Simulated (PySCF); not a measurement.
# C3H5F3Si: magnetic properties

Wanted: magnetic properties for C3H5F3Si (`C=CC[Si](F)(F)F`).

Computed with PySCF 2.14.0 and routines of our own; the level stands in each step. Atoms count from 0.

### 1 The system as given

12 atoms, charge 0, multiplicity 1; geometry from: GFN2-xTB.

### 2 Magnetic properties: GIAO B3LYP/pcSseg-1

What the job is given:

```
{"job": {"kind": "mag", "xc": "B3LYP", "basis": "pcSseg-1", "isotopologues": 2}, "charge": 0, "multiplicity": 1}
C     -2.002891    -0.425799    -0.391287
C     -0.883396    -0.648108     0.269430
C      0.078950     0.428566     0.680841
Si     1.699054     0.329030    -0.268443
F      2.453988    -1.060465    -0.131523
F      1.549140     0.539385    -1.833514
F      2.777092     1.406511     0.179672
H     -2.304456     0.568167    -0.677903
H     -2.666340    -1.224643    -0.672112
H     -0.595658    -1.653470     0.543926
H     -0.383039     1.405422     0.523433
H      0.278755     0.334719     1.751453
```

With the program's defaults for keys left out, this is: GIAO B3LYP/pcSseg-1 magnetisability, rotational g tensor and spin-rotation constants, non-relativistic, gas phase.

Launch:

```bash
$ OMP_NUM_THREADS=1 python excited_run.py task.json out
```

One launch serves the whole session: the jobs run in the order shown.

Standard output:

```text
coarse grid: 11240 points
cycle   1  E = -706.2996473872  dE =  7.252e-01  |g| = 9.663e-01  |ddm| = 3.194e+00
cycle   2  E = -706.1310360013  dE =  1.686e-01  |g| = 1.465e+00  |ddm| = 1.443e+00
cycle   3  E = -706.4524883138  dE = -3.215e-01  |g| = 9.575e-02  |ddm| = 8.645e-01
cycle   4  E = -706.4544123064  dE = -1.924e-03  |g| = 3.680e-02  |ddm| = 9.918e-02
cycle   5  E = -706.4546943926  dE = -2.821e-04  |g| = 1.538e-02  |ddm| = 3.413e-02
cycle   6  E = -706.4547508757  dE = -5.648e-05  |g| = 2.584e-03  |ddm| = 1.210e-02
cycle   7  E = -706.4547525245  dE = -1.649e-06  |g| = 2.929e-04  |ddm| = 2.342e-03
final grid: 107224 points
cycle   8  E = -706.5129393190  dE = -3.219e-05  |g| = 5.359e-03  |ddm| = 1.537e-02
cycle   9  E = -706.5129354289  dE =  3.890e-06  |g| = 6.925e-03  |ddm| = 8.758e-03
cycle  10  E = -706.5129460270  dE = -1.060e-05  |g| = 7.870e-04  |ddm| = 5.007e-03
cycle  11  E = -706.5129461229  dE = -9.594e-08  |g| = 2.216e-04  |ddm| = 5.804e-04
cycle  12  E = -706.5129461328  dE = -9.847e-09  |g| = 8.081e-05  |ddm| = 2.163e-04
cycle  13  E = -706.5129461342  dE = -1.392e-09  |g| = 2.774e-05  |ddm| = 7.266e-05
cycle  14  E = -706.5129461343  dE = -1.664e-10  |g| = 3.109e-06  |ddm| = 2.194e-05
converged SCF energy = -706.5129461343

Magnetisability tensor (1e-30 J/T^2)
    -1061.53      -30.20       47.54
      -30.20     -982.43      -34.39
       47.54      -34.39    -1097.60
isotropic -1047.19   principal values   -1131.37  -1055.20   -954.99
isotropic susceptibility -63.063 1e-6 cm^3/mol

Inertial axes            a          b          c
rot. const./GHz      3.6790     1.2921     1.2831
chi total           -64.813    -63.143    -61.232
chi diamagnetic    -387.062   -977.433   -981.451
chi paramagnetic    322.249    914.289    920.219
quadrupole/D A       -0.955      0.002      0.953
g nuclear            0.5255     0.5426     0.5409
g electronic        -0.5570    -0.5550    -0.5547
g total             -0.0315    -0.0124    -0.0138

Spin-rotation constants (kHz, H = +C I.J)
atom  isotope        aa         bb         cc
  4    19F        3.821      1.223      0.859
  5    19F        4.212      0.737      1.190
  6    19F        2.441      1.359      1.278
  7     1H       -0.385     -0.058      0.025
  8     1H        0.008     -0.144     -0.028
  9     1H       -0.380     -0.060      0.035
 10     1H       -0.379     -0.122     -0.005
 11     1H       -0.398      0.027     -0.145
  0    13C*       1.119      0.305      0.500
  1    13C*       1.176      0.327      0.525
  2    13C*       0.562      0.217      0.193
  3   29Si*      -2.010     -0.753     -0.757
* in the singly substituted isotopologue

Isotopologues: g along a, b, c
2H    at 7,8,9,10,11       -0.0291    -0.0109    -0.0135
13C   at 0                 -0.0315    -0.0122    -0.0135
```

Wall time 22 s (1 thread of Arm Neoverse V1, shared host); peak memory 0.77 GiB.

Key values:

```tsv
quantity	value
magnetisability	-1047·10⁻³⁰ J/T²
molar susceptibility	-63.1·10⁻⁶ cm³/mol
rotational g (a, b, c)	-0.0315, -0.0124, -0.0138
```

Orbitals, density, ELF and potential are computed afterwards from the orbital file.

Frontier orbitals at B3LYP/pcSseg-1, with the share of their density that lies nearest to each atom:

```tsv
orbital	energy (eV)	lies on
HOMO	-7.71	C0, C1 about 35 % each
LUMO	-0.45	C0, C1 about 28 % each; H7, H8, H9 about 9 % each
```

ELF in a plane through or near 5 of the atoms.

Ten even steps from ' ' (0.00) to '@' (1.00):
```
                                                        
                                                        
                                                        
                          ::--                          
                        **@@@@##                        
          ..----..    ..%%@@@@@@      ..                
        ..++##**--    ..%%@@@@%%    ==**==..            
      ..==%%%%%%**::::==**@@@@==  ..##%%**::            
      ::++%%==****..--%%##**++....--##%%**::            
      ::++##%%%%::++::--%%++====++**::..**==::          
      ..::====--::%%##..##====**%%%%--..@@@@%%==        
              ..  --..  ::..--**%%%%**%%@@@@@@##..      
            ..==**++--..    ::++++++--##@@@@@@##..      
            --**####==::    ..::::..  --@@@@@@::        
            --**####==::                ::==::          
            ..==++++--..                                
              ......                                    
                                                        
                                                        
                                                        
```
The map spans 11.3 Å across and 8.4 Å up, centred on the molecule. Atoms in the plane (x, y in Å): C0 (2.1, -0.1), Si3 (-1.7, -0.2), F6 (-3.0, 0.7), H8 (2.9, -0.7), H10 (0.0, 1.5).

On the surface of density 0.002 e/bohr³ the electrostatic potential runs, from the 1st to the 99th percentile, from -0.87 V near F5 to 1.78 V near H11.

### 3 Magnetic properties: GIAO OPBE/6-31G* in chloroform, grid 3

The job, as its differences from that of step 2:

```diff
@@ -1,2 +1,2 @@
-{"job": {"kind": "mag", "xc": "B3LYP", "basis": "pcSseg-1", "isotopologues": 2}, "charge": 0, "multiplicity": 1}
+{"job": {"kind": "mag", "xc": "OPBE", "basis": "6-31G*", "grid": 3, "solvent": "chloroform"}, "charge": 0, "multiplicity": 1}
 C     -2.002891    -0.425799    -0.391287
```

With the program's defaults for keys left out, this is: GIAO OPBE/6-31G* magnetisability, non-relativistic, IEF-PCM chloroform.

Standard output:

```text
coarse grid: 11240 points
cycle   1  E = -706.0764695579  dE =  6.958e-01  |g| = 1.019e+00  |ddm| = 3.249e+00
cycle   2  E = -705.7694740882  dE =  3.070e-01  |g| = 1.686e+00  |ddm| = 1.897e+00
cycle   3  E = -706.2600577661  dE = -4.906e-01  |g| = 1.446e-01  |ddm| = 1.224e+00
cycle   4  E = -706.2647402865  dE = -4.683e-03  |g| = 5.786e-02  |ddm| = 1.854e-01
cycle   5  E = -706.2654074559  dE = -6.672e-04  |g| = 3.026e-02  |ddm| = 6.664e-02
cycle   6  E = -706.2656421574  dE = -2.347e-04  |g| = 5.023e-03  |ddm| = 2.739e-02
cycle   7  E = -706.2656487638  dE = -6.606e-06  |g| = 1.107e-03  |ddm| = 5.770e-03
final grid: 153360 points
cycle   8  E = -706.2364049080  dE = -5.540e-05  |g| = 2.036e-02  |ddm| = 3.415e-02
cycle   9  E = -706.2363126291  dE =  9.228e-05  |g| = 3.108e-02  |ddm| = 3.441e-02
cycle  10  E = -706.2364787910  dE = -1.662e-04  |g| = 1.829e-03  |ddm| = 2.064e-02
cycle  11  E = -706.2364796108  dE = -8.198e-07  |g| = 3.446e-04  |ddm| = 1.947e-03
cycle  12  E = -706.2364796370  dE = -2.622e-08  |g| = 8.998e-05  |ddm| = 3.712e-04
cycle  13  E = -706.2364796385  dE = -1.539e-09  |g| = 4.850e-05  |ddm| = 1.114e-04
cycle  14  E = -706.2364796392  dE = -6.376e-10  |g| = 9.738e-06  |ddm| = 4.954e-05
converged SCF energy = -706.2364796392

Magnetisability tensor (1e-30 J/T^2)
    -1040.31      -24.81       55.12
      -24.81     -965.05      -33.74
       55.12      -33.74    -1089.19
isotropic -1031.52   principal values   -1126.51  -1028.01   -940.03
isotropic susceptibility -62.119 1e-6 cm^3/mol

Inertial axes            a          b          c
rot. const./GHz      3.6790     1.2921     1.2831
chi total           -63.468    -62.497    -60.393
chi diamagnetic    -382.994   -973.470   -977.635
chi paramagnetic    319.526    910.974    917.242
quadrupole/D A       -1.158     -0.021      1.179
```

Run time: 13 s. Hardware: 1 thread of Arm Neoverse V1, shared host; peak memory 0.5 GiB.

Key values:

```tsv
quantity	value
magnetisability	-1032·10⁻³⁰ J/T²
molar susceptibility	-62.1·10⁻⁶ cm³/mol
```

### 4 Results

```
                                            quantity                      value
       magnetisability (step 2, GIAO B3LYP/pcSseg-1)           -1047·10⁻³⁰ J/T²
  molar susceptibility (step 2, GIAO B3LYP/pcSseg-1)         -63.1·10⁻⁶ cm³/mol
rotational g (a, b, c) (step 2, GIAO B3LYP/pcSseg-1)  -0.0315, -0.0124, -0.0138
               surface potential, 1st and 99th percentile         -0.87 V and 1.78 V
```

**Reading.** By nearest atom (B3LYP/pcSseg-1), the HOMO sits on C0, C1 about 35 % each and the LUMO on C0, C1 about 28 % each; H7, H8, H9 about 9 % each. Vibrational averaging and real surroundings are missing from these values.
